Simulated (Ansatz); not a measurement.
# C2H5FOSi: the cost of one run

Computed with the Python package of Ansatz 0.2.0. The levels of theory stand in the script.

### 1 The system

Bond lengths: C1–C2 1.486 Å, C2–F3 1.401 Å, C2–O4 1.493 Å, C2–Si5 1.835 Å, O4–Si5 1.678 Å, C1–H6 1.089 Å, C1–H7 1.047 Å, C1–H8 1.121 Å, Si5–H9 1.548 Å, Si5–H10 1.468 Å. Angles (14 of 19 angles, heavy atoms first): C1–C2–F3 115.9°, C1–C2–O4 114.0°, C1–C2–Si5 121.9°, F3–C2–O4 116.1°, F3–C2–Si5 116.9°, O4–C2–Si5 59.5°, C2–O4–Si5 70.4°, C2–Si5–O4 50.1°, C2–C1–H6 113.0°, C2–C1–H7 111.4°, C2–C1–H8 105.1°, C2–Si5–H9 119.2°, C2–Si5–H10 122.7°, O4–Si5–H9 108.4°.

No structure file is read: the coordinates are typed or built in the script.

### 2 Script

File run_methods.py:

```python
"""One geometry of C2H5FOSi, method by method."""

from pathlib import Path
import argparse

import ansatz
import numpy as np

parser = argparse.ArgumentParser(description="One geometry of C2H5FOSi, method by method.")
parser.add_argument("--basis-set", required=True, help="Gaussian basis set")
args = parser.parse_args()


def main() -> None:
    c2h5fosi = (
        ansatz.Crystal.molecule()
        .atom("C", (-0.7051, -1.1635, 0.2514))
        .atom("C", (0.1414, -0.2285, -0.5348))
        .atom("F", (0.1484, -0.4273, -1.9215))
        .atom("O", (1.4637, 0.0681, 0.0926))
        .atom("Si", (0.5307, 1.4625, 0.0629))
        .atom("H", (-0.6653, -0.9747, 1.323))
        .atom("H", (-0.4937, -2.1614, 0.0146))
        .atom("H", (-1.7585, -0.9252, -0.0481))
        .atom("H", (0.1804, 1.848, 1.5208))
        .atom("H", (1.2412, 2.4507, -0.7581))
    )

    job = c2h5fosi.calculation().basis(gaussian=args.basis_set)

    print("functional    E (Ha)        dipole (D)   HOMO (eV)  LUMO (eV)")
    for name in ["r2scan0", "pbe0", "cam_b3lyp", "blyp", "lc_wpbe", "hf"]:
        report = job.functional(name).forces().orbitals().run(runs_dir="runs").report
        lines = Path(report["orbitals_path"]).read_text().splitlines()
        field_of = lambda key: [line.split("=")[1].strip() for line in lines if line.startswith(key)]
        orbitals = [(27.211386 * float(e), s, float(n)) for e, s, n in zip(field_of("Ene="), field_of("Spin="), field_of("Occup="))]
        homo = max(e for e, _, n in orbitals if n > 0.5)
        lumo = min(e for e, _, n in orbitals if n < 0.5)
        dipole = 4.803205 * np.linalg.norm(report["charge_distribution"]["dipole_moment_e_ang"])
        print(f"{name:10s} {report['free_energy_ev'] / 27.211386246:14.6f} {dipole:9.3f} {homo:11.3f} {lumo:10.3f}")


if __name__ == "__main__":
    main()
```

### 3 The calls as engine input

The engine receives this input (first run):

```yaml
crystal:
  periodic: [false, false, false]
  atoms:
    - { symbol: C, position_ang: [-0.7051, -1.1635, 0.2514] }
    - { symbol: C, position_ang: [0.1414, -0.2285, -0.5348] }
    - { symbol: F, position_ang: [0.1484, -0.4273, -1.9215] }
    - { symbol: O, position_ang: [1.4637, 0.0681, 0.0926] }
    - { symbol: Si, position_ang: [0.5307, 1.4625, 0.0629] }
    - { symbol: H, position_ang: [-0.6653, -0.9747, 1.323] }
    - { symbol: H, position_ang: [-0.4937, -2.1614, 0.0146] }
    - { symbol: H, position_ang: [-1.7585, -0.9252, -0.0481] }
    - { symbol: H, position_ang: [0.1804, 1.848, 1.5208] }
    - { symbol: H, position_ang: [1.2412, 2.4507, -0.7581] }
basis:
  gaussian:
    orbitals: def2-SVP
hamiltonian:
  xc: r2scan0
output:
  orbitals: {}
  forces: true
```

### 4 Launch

The run is started by

```
$ python run_methods.py --basis-set def2-SVP
```

**Question.** How long does this script take on 1 thread of Arm Neoverse V2, shared host, and how much memory does it need?

About 21 s, with a peak of 0.31 GiB.
